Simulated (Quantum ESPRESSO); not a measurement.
Be2S: phonons with rPW86PBE+rVV10

Be2S:

```
CELL_PARAMETERS angstrom
3.15757 0.00000 0.00000
0.00000 3.15757 0.00000
0.00000 0.00000 3.94037
ATOMIC_POSITIONS crystal
Be 0.00000 0.50000 0.16854
Be 0.50000 0.00000 0.83146
S 0.50000 0.50000 0.50000
```

The cell was built by a generator and needn't be a form met in nature.

```json
{"Program": "Quantum ESPRESSO 7.5", "Task": "phonons", "Functional": "rPW86PBE", "Dispersion": "rVV10", "Potentials or basis": "GBRV 1.5 PBE", "Cutoff": "612 eV", "Density cutoff": "4898 eV", "k mesh": "6 × 6 × 6, shifted", "Occupations": "fermi-dirac, width 0.05 eV", "Spin": "no spin polarisation", "rVV10 parameter b": "6.3", "Mixing beta": "0.5", "Most SCF iterations": "120", "SCF threshold": "6e-10 Ry"}
```

```json
{
 "Relaxed volume": "13.46 Å³/atom",
 "Relaxed cell": "a = 3.174 Å, b = 3.174 Å, c = 4.010 Å, α = 90.00°, β = 90.00°, γ = 90.00°",
 "Space group after relaxing (to 0.05 Å)": "P-4m2 (No. 115)",
 "Pressure after relaxing": "0.0 GPa",
 "Electronic dielectric tensor (diagonal)": "12.95, 12.95, 16.17",
 "Born charges (mean of the diagonal)": "Be +1.13; S -2.13 e"
}
```

Step by step:
```csv
step,energy change (eV),largest force (eV/Å),pressure (GPa),volume (Å³)
1,0.0000,0.0664,1.31,39.29
2,-0.0019,0.0893,0.77,39.55
3,-0.0034,0.1003,0.28,39.83
4,-0.0048,0.0949,-0.26,40.20
5,-0.0055,0.0687,-0.44,40.40
6,-0.0062,0.0200,-0.36,40.52
7,-0.0065,0.0084,-0.13,40.47
8,-0.0066,0.0129,0.03,40.39
9,-0.0067,0.0077,0.06,40.37
10,-0.0067,0.0019,0.03,40.38
11,-0.0067,0.0000,0.01,40.39
```

Final structure:
```
CELL_PARAMETERS angstrom
3.17354 0.00000 0.00000
0.00000 3.17354 0.00000
0.00000 0.00000 4.01049
ATOMIC_POSITIONS crystal
Be 0.00000 0.50000 0.17561
Be 0.50000 0.00000 0.82439
S 0.50000 0.50000 0.50000
```

Levels at points of the mesh, in eV from the valence-band top:
| k point | band 3 | band 4 | band 5 | band 6 | band 7 | band 8 | band 9 | band 10 | band 11 | band 12 |
| --- | --- | --- | --- | --- | --- | --- | --- | --- | --- | --- |
| (0.08, 0.08, 0.08) | -15.16 | -5.73 | -3.67 | -3.28 | -2.82 | 4.14 | 4.94 | 5.22 | 5.60 | 7.40 |

Electronic dielectric tensor:
```
12.95  0.00  0.00
 0.00 12.95  0.00
 0.00  0.00 16.17
```

Born effective charge tensors (e):
atom 1, Be
```
0.48 0.00 0.00
0.00 1.77 0.00
0.00 0.00 1.16
```
atom 2, Be
```
1.77 0.00 0.00
0.00 0.48 0.00
0.00 0.00 1.16
```
atom 3, S
```
-2.02  0.00  0.00
 0.00 -2.02  0.00
 0.00  0.00 -2.36
```

Wall time 7.3 min on 1 thread of Intel(R) Xeon(R) Platinum 8259CL CPU @ 2.50GHz (Skylake/Cascade Lake), on a shared host, peak memory 0.19 GiB.

Caveat: the acoustic modes lie far from zero, so the frequencies are unreliable; the mesh is thin for the dielectric tensor, Born charges and intensities, which usually come out too large; the potentials were made for another functional, which shifts forces and pressure; some modes are imaginary; the gap on the mesh is small and may close between mesh points, in which case fixed occupations spoil the response; the Born charges break their sum rule by 0.14 e, a sign of too thin a mesh.
